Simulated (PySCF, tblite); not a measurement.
# GeH12N2Si3: geometry, infrared bands and NMR shifts

Aim: predict the infrared bands and NMR shifts of GeH12N2Si3 (`N[SiH2]N([SiH3])[SiH2][GeH3]`).

Programs: tblite 0.8.0 and PySCF 2.14.0, with density-fitted response routines of our own. Each step states its level of theory. These are calculated values for one molecule in the gas phase, unless marked as measured. Atoms are numbered from 0 throughout.

## Step 1: The starting structure

18 atoms, charge 0, multiplicity 1; geometry from: force field or distance geometry start.

Bonds of the start (Å): N0–Si1 1.81, Si1–N2 1.75, N2–Si3 1.77, N2–Si4 1.73, Si4–Ge5 2.31, N0–H6 1.06, N0–H7 1.03, Si1–H8 1.47, Si1–H9 1.47, Si3–H10 1.47, Si3–H11 1.47, Si3–H12 1.50, Si4–H13 1.48, Si4–H14 1.47, Ge5–H15 1.55, Ge5–H16 1.56, Ge5–H17 1.54.

## Step 2: Relaxing the molecule with GFN2-xTB

The job: settings as JSON, then the geometry in Å.

```
{"job": {"kind": "relax", "xc": "GFN2-xTB", "basis": "xTB"}, "charge": 0, "multiplicity": 1}
N     -1.304500    -1.780100     1.523300
Si    -0.853600    -1.438300    -0.193200
N     -0.406100     0.257600    -0.230000
Si    -1.734600     1.404100    -0.437600
Si     1.113600     0.665800    -0.956900
Ge     2.807300     0.481900     0.608000
H     -2.057200    -1.070800     1.740300
H     -1.603000    -2.751300     1.676700
H      0.188900    -2.358000    -0.670400
H     -2.038300    -1.667800    -1.033500
H     -2.484000     1.245300    -1.695500
H     -1.296700     2.789800    -0.215500
H     -2.730300     1.115000     0.646100
H      1.174000     2.039700    -1.493300
H      1.511300    -0.200600    -2.080800
H      2.703500    -0.902500     1.303800
H      4.187400     0.532400    -0.121300
H      2.813400     1.644200     1.618200
```

Launch:

```console
OMP_NUM_THREADS=1 python probes_run.py task.json out
```

The driver reads the jobs from task.json and runs them one after another.

**Question.** This job is followed by: GFN2-xTB harmonic vibrations, gas phase; GIAO PBE0/pcSseg-1 NMR shielding, non-relativistic, gas phase. What will the session give for the following? strongest single infrared mode (GFN2-xTB); zero-point energy (GFN2-xTB); 1H shifts against TMS (PBE0/pcSseg-1, means over atoms taken as alike); 15N shifts against NH3 (PBE0/pcSseg-1); 29Si shifts against TMS (PBE0/pcSseg-1); 73Ge shifts against GeMe4 (PBE0/pcSseg-1); surface potential, 1st and 99th percentile.

The runs gave:

| quantity | value |
| --- | --- |
| strongest single infrared mode (GFN2-xTB) | 813 cm⁻¹, 605 km/mol |
| zero-point energy (GFN2-xTB) | 69.8 kcal/mol |
| 1H shifts against TMS (PBE0/pcSseg-1, means over atoms taken as alike) | 5.12, 5.01, 4.75, 3.59, 0.27 ppm |
| 15N shifts against NH3 (PBE0/pcSseg-1) | 40.3, 2.2 ppm |
| 29Si shifts against TMS (PBE0/pcSseg-1) | -26.7, -47.7, -52.7 ppm |
| 73Ge shifts against GeMe4 (PBE0/pcSseg-1) | -365 ppm |
| surface potential, 1st and 99th percentile | -0.48 V and 1.71 V |

In words: Over 252 steps the energy fell by 0.731 eV; of the close pairs, N0–Si1 changed most, 1.807 to 1.735 Å. All 48 modes are real, so the xTB geometry is a minimum. The strongest single mode, at 813 cm⁻¹, has its largest shares on H12, H11 and H10 (the list is cut at 3 atoms). GFN2-xTB is a fitted tight-binding method: band positions and strengths are rough. Its intensities can rank the bands wrongly. At PBE0/pcSseg-1: The widest tensor belongs to Si4: span 125 ppm, with a paramagnetic part of -484 ppm. Spin-orbit coupling is left out, which matters for shieldings and couplings at and beside the heavy atoms.
